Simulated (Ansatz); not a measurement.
# SrSi2Ag2: properties at the relaxed cell

One table from this session's results is given with a row withheld; the runs are named, their logs left out.

Method: DFT PBEsol, scalar-relativistic, plane waves, PAW, in Ansatz 0.2.0.

1 further run of the same task is left out (set aside as unsound or not needed).

## The system as given

Symmetry: I4/mmm, No. 139, tetragonal system. Conventional cell: a = 4.334 Å, b = 4.334 Å, c = 10.398 Å, α = 90.00°, β = 90.00°, γ = 90.00°. Sr (site symmetry 4/mmm) is surrounded by 8 Si at 3.28 Å and 8 Ag at 3.38 Å. Si (site symmetry 4mm) is surrounded by 1 Si at 2.34 Å and 4 Ag at 2.60 Å and 4 Sr at 3.28 Å. Around Ag (site symmetry -4m2) lie 4 Si at 2.60 Å.

As a file:

```cif
data_structure
_symmetry_space_group_name_H-M 'P 1'
_symmetry_Int_Tables_number 1
_cell_length_a 6.0349
_cell_length_b 6.0349
_cell_length_c 6.0349
_cell_angle_alpha 137.913
_cell_angle_beta 137.913
_cell_angle_gamma 61.036
_cell_volume 97.65
loop_
_atom_site_label
_atom_site_type_symbol
_atom_site_fract_x
_atom_site_fract_y
_atom_site_fract_z
_atom_site_occupancy
Sr1 Sr 0.00000 0.00000 0.00000 1
Si1 Si 0.38761 0.38761 0.00000 1
Si2 Si 0.61239 0.61239 0.00000 1
Ag1 Ag 0.75000 0.25000 0.50000 1
Ag2 Ag 0.25000 0.75000 0.50000 1
```

This cell was relaxed beforehand with the same method: volume 19.53 Å³/atom, gap on the mesh none (metal).

The first run:

input.yaml

```yaml
crystal:
  lattice:
    - [-2.1669576619, 2.1669576619, 5.1988627604]
    - [2.1669576619, -2.1669576619, 5.1988627604]
    - [2.1669576619, 2.1669576619, -5.1988627604]
  atoms:
    - { symbol: Sr, position: [0.0, 0.0, 0.0] }
    - { symbol: Si, position: [0.387614269, 0.387614269, 0.0] }
    - { symbol: Si, position: [0.612385731, 0.612385731, 0.0] }
    - { symbol: Ag, position: [0.75, 0.25, 0.5] }
    - { symbol: Ag, position: [0.25, 0.75, 0.5] }
basis:
  ecutwfc: 420
kpoints:
  mp_grid: { grid: [12, 12, 12] }
  band_path:
    path:
      - [[0.0, 0.0, 0.0], [0.0, 0.0, 0.5], [0.25, 0.25, 0.25], [0.0, 0.5, 0.0], [0.0, 0.0, 0.0], [0.5, 0.5, -0.5], [0.29343343, 0.70656657, -0.29343343]]
      - [[-0.29343343, 0.29343343, 0.29343343], [0.0, 0.0, 0.0]]
      - [[0.0, 0.0, 0.5], [-0.08686687, 0.08686687, 0.5]]
      - [[0.5, 0.5, -0.08686687], [0.5, 0.5, -0.5]]
    npoints: 14
hamiltonian:
  xc: pbesol
scf:
  occupations: { method: gaussian, width: 0.1 }
  n_extra_bands: 12
output:
  forces: true
  stress: true
  eigenvalues: true
  populations: true
  dos: { projected: true, de: 0.02, nscf_kmesh: { grid: [18, 18, 18] } }
  bader: true
  write_density: true
  write_potential: true
  elf: true
  volumetric_format: npy
```

Launch:

```sh
> ansatz run input.yaml --threads 1 --pin off --max-ram 2560MiB --backend cpu --events-out ev --progress --plain --runs-dir out
```

Steps of the session up to this table: Static run: bands, density of states and charges; Volume × 0.97; The cell scaled to 1.03 of its volume; Volume × 0.94; Point at V/V0 = 1.06.

One table of the session follows, with a row left open; its other results are not shown here.

It belongs to the step «Energy against volume». 

| volume (Å³/atom) | energy above the lowest point (meV/atom) | pressure (GPa) |
| --- | --- | --- |
| 18.358 | 20.7 | 6.01 |
| 18.944 | 4.9 | 2.74 |
| 19.530 | 0.0 | 0.00 |
| 20.116 | ? | ? |
| 20.702 | 16.4 | -4.24 |

Q: Estimate the row for volume (Å³/atom) = 20.116 from the others.

Worked estimate for «energy above the lowest point (meV/atom)». A straight line through the neighbours (19.530, 0.0) and (20.702, 16.4) gives 0.0 + (16.4 − 0.0) × (20.116 − 19.530) / (20.702 − 19.530) = 8.2; a parabola fitted to 3 rows on both sides gives 3.8.

**Answer.** energy above the lowest point (meV/atom): 4.4; pressure (GPa): -2.31. In «energy above the lowest point (meV/atom)» the line misses by +3.8 and the parabola by -0.6.

Caveats from the session: The projections leave out shells that the potentials don't hold, such as empty d states.
